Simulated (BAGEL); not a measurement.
**SiNH4Se− (SMILES N[SiH2][Se-]) at HF/6-31G(d) (density fitting with qzvpp-jkfit, spherical functions)**

What is the energy change on altering one bond length of SiNH4Se− at HF/6-31G* (density fitting with qzvpp-jkfit, spherical functions)? 

Program for the calculation: BAGEL 1.2.2.

2 further runs of the same task are left out: 1 that didn't finish, 1 set aside as unsound or not needed. Runs told in other sessions of the task aren't counted.

## (1) The molecule

SiNH4Se− has 7 atoms, charge -1, and is taken as a singlet. SMILES: `N[SiH2][Se-]`. The shape comes from GFN2-xTB, which is rough for such elements, and wasn't checked as a minimum. This is one conformer, not always the lowest.

Bond lengths: N1–Si2 1.749 Å, Si2–Se3 2.197 Å, N1–H4 1.010 Å, N1–H5 1.010 Å, Si2–H6 1.462 Å, Si2–H7 1.462 Å. Angles: N1–Si2–Se3 116.6°, N1–Si2–H6 103.2°, N1–Si2–H7 103.2°, Se3–Si2–H6 111.3°, Se3–Si2–H7 111.3°, Si2–N1–H4 112.3°, Si2–N1–H5 112.3°, H6–Si2–H7 110.8°, H4–N1–H5 106.6°.

## (2) A single-point energy at HF/6-31G(d) (density fitting with qzvpp-jkfit, spherical functions)

calc.json

```json
{ "bagel" : [

{
  "title" : "molecule",
  "basis" : "6-31gs.json",
  "df_basis" : "qzvpp-jkfit",
  "angstrom" : true,
  "geometry" : [
    { "atom" : "N", "xyz" : [      -0.999460,      -0.500240,      -0.239830 ] },
    { "atom" : "Si", "xyz" : [       0.556530,       0.051000,       0.338670 ] },
    { "atom" : "Se", "xyz" : [       1.408250,       1.813780,      -0.659410 ] },
    { "atom" : "H", "xyz" : [      -0.975520,      -0.759890,      -1.215950 ] },
    { "atom" : "H", "xyz" : [      -1.715490,       0.206430,      -0.145920 ] },
    { "atom" : "H", "xyz" : [       0.313090,       0.310790,       1.757030 ] },
    { "atom" : "H", "xyz" : [       1.412600,      -1.121870,       0.165420 ] }
  ]
},

{ "title" : "hf", "charge" : -1 },

{ "title" : "print", "file" : "orbitals.molden", "orbitals" : true }

]}
```

The basis set 6-31G* is read from a file made from the Basis Set Exchange's data (not shown).

Command:

```
BAGEL_NUM_THREADS=1 BAGEL calc.json > calc.out
```

The program printed:

```text
* using 1 threads per process

  ===============================================================
  ===============================================================

  *** Geometry ***

  { "atom" : "N", "xyz" : [     -1.888706,     -0.945317,     -0.453213 ] },
  { "atom" : "Si", "xyz" : [      1.051689,      0.096376,      0.639994 ] },
  { "atom" : "Se", "xyz" : [      2.661207,      3.427547,     -1.246104 ] },
  { "atom" : "H", "xyz" : [     -1.843466,     -1.435984,     -2.297812 ] },
  { "atom" : "H", "xyz" : [     -3.241806,      0.390096,     -0.275749 ] },
  { "atom" : "H", "xyz" : [      0.591654,      0.587308,      3.320305 ] },
  { "atom" : "H", "xyz" : [      2.669427,     -2.120027,      0.312598 ] },

  Number of auxiliary basis functions:      543

  Since a DF basis is specified, we compute 2- and 3-index integrals:
    o Being stored without compression. Storage requirement is 0.023 GB

  Number of basis functions:       72
  Number of electrons      :       59

    * METHOD: MOLECULE                             0.32

  *** RHF ***

  === Nuclear Repulsion ===
   231.6280829723

      * DIIS with orbital gradients will be used.

  === RHF iteration (6-31gs.json) ===
      0      -2745.11061007          0.01994208           0.08
      1      -2745.26850397          0.01125761           0.08
      2      -2745.31608951          0.00125849           0.08
      3      -2745.31712093          0.00026884           0.08
      4      -2745.31719599          0.00009178           0.08
      5      -2745.31720150          0.00003365           0.08
      6      -2745.31720264          0.00001181           0.08
      7      -2745.31720287          0.00000298           0.08
      8      -2745.31720288          0.00000108           0.08
      9      -2745.31720288          0.00000029           0.08
     10      -2745.31720288          0.00000011           0.08
     11      -2745.31720288          0.00000003           0.08
     12      -2745.31720288          0.00000001           0.08
    * SCF iteration converged.

    * Permanent dipole moment:
           (    0.855360,     0.574795,     0.074976) a.u.

    * METHOD: HF                                   1.24

    * METHOD: PRINT                                0.01

  ===============================================================
```

It took 1.7 s on 1 thread of Arm Neoverse V1, shared host; peak memory 0.12 GiB.

## (3) The distorted shape, same level

input.json

```json
{ "bagel": [

{
  "title": "molecule",
  "basis": "6-31gs.json",
  "df_basis": "qzvpp-jkfit",
  "angstrom": "true",
  "geometry": [
    { "atom": "N", "xyz": [   -1.427472,    0.086163,   -0.153210 ] },
    { "atom": "Si", "xyz": [    0.128518,    0.637403,    0.425290 ] },
    { "atom": "Se", "xyz": [    0.980238,    2.400183,   -0.572790 ] },
    { "atom": "H", "xyz": [   -1.403532,   -0.173487,   -1.129330 ] },
    { "atom": "H", "xyz": [   -2.143502,    0.792833,   -0.059300 ] },
    { "atom": "H", "xyz": [   -0.114922,    0.897193,    1.843650 ] },
    { "atom": "H", "xyz": [    1.412600,   -1.121870,    0.165420 ] }
  ]
},
{ "title": "hf", "charge": -1 },
{ "title": "print", "file": "orbitals.molden", "orbitals": "true" }

]}
```

The basis set 6-31G* is read from a file made from the Basis Set Exchange's data (not shown).

Command:

```
BAGEL_NUM_THREADS=1 BAGEL input.json > input.out
```

The program printed:

```text
* using 1 threads per process

  ===============================================================
  ===============================================================

  *** Geometry ***

  { "atom" : "N", "xyz" : [     -2.697531,      0.162824,     -0.289525 ] },
  { "atom" : "Si", "xyz" : [      0.242864,      1.204517,      0.803682 ] },
  { "atom" : "Se", "xyz" : [      1.852381,      4.535689,     -1.082416 ] },
  { "atom" : "H", "xyz" : [     -2.652291,     -0.327843,     -2.134124 ] },
  { "atom" : "H", "xyz" : [     -4.050632,      1.498237,     -0.112061 ] },
  { "atom" : "H", "xyz" : [     -0.217171,      1.695449,      3.483994 ] },
  { "atom" : "H", "xyz" : [      2.669427,     -2.120027,      0.312598 ] },

  Number of auxiliary basis functions:      543

  Since a DF basis is specified, we compute 2- and 3-index integrals:
    o Being stored without compression. Storage requirement is 0.023 GB

  Number of basis functions:       72
  Number of electrons      :       59

    * METHOD: MOLECULE                             0.32

  *** RHF ***

  === Nuclear Repulsion ===
   228.6324288511

      * DIIS with orbital gradients will be used.

  === RHF iteration (6-31gs.json) ===
      0      -2745.04839192          0.01967876           0.08
      1      -2745.20213660          0.01133855           0.08
      2      -2745.25160667          0.00124463           0.08
      3      -2745.25272631          0.00027538           0.08
      4      -2745.25281291          0.00007467           0.08
      5      -2745.25281928          0.00003751           0.08
      6      -2745.25282053          0.00001495           0.08
      7      -2745.25282092          0.00000327           0.08
      8      -2745.25282093          0.00000123           0.08
      9      -2745.25282094          0.00000034           0.08
     10      -2745.25282094          0.00000011           0.08
     11      -2745.25282094          0.00000005           0.08
     12      -2745.25282094          0.00000001           0.08
     13      -2745.25282094          0.00000000           0.08
    * SCF iteration converged.

    * Permanent dipole moment:
           (    1.336132,    -0.383396,     0.106070) a.u.

    * METHOD: HF                                   1.33

    * METHOD: PRINT                                0.01

  ===============================================================
```

Run time: 1.8 s. Hardware: 1 thread of Arm Neoverse V1, shared host; peak memory 0.12 GiB.

## (4) Summary of results

Level: HF/6-31G* (density fitting with qzvpp-jkfit, spherical functions).

```
                                                              quantity           value
                                             first shape: total energy  -2745.31720 Eh
                                              first shape: HOMO energy        -2.69 eV
                                              first shape: LUMO energy         8.99 eV
    first shape: HOMO–LUMO gap (to an unbound level, set by the basis)        11.68 eV
                                         distorted shape: total energy  -2745.25282 Eh
                                          distorted shape: HOMO energy        -3.06 eV
                                          distorted shape: LUMO energy         7.79 eV
distorted shape: HOMO–LUMO gap (to an unbound level, set by the basis)        10.85 eV
    energy change with the Si2–H7 bond stretched from 1.462 to 2.193 Å        1.752 eV
```

With the Si2–H7 bond stretched from 1.462 to 2.193 Å the energy rises by 1.75 eV (169 kJ/mol). The first shape isn't relaxed at this level, so the change isn't measured from a minimum.
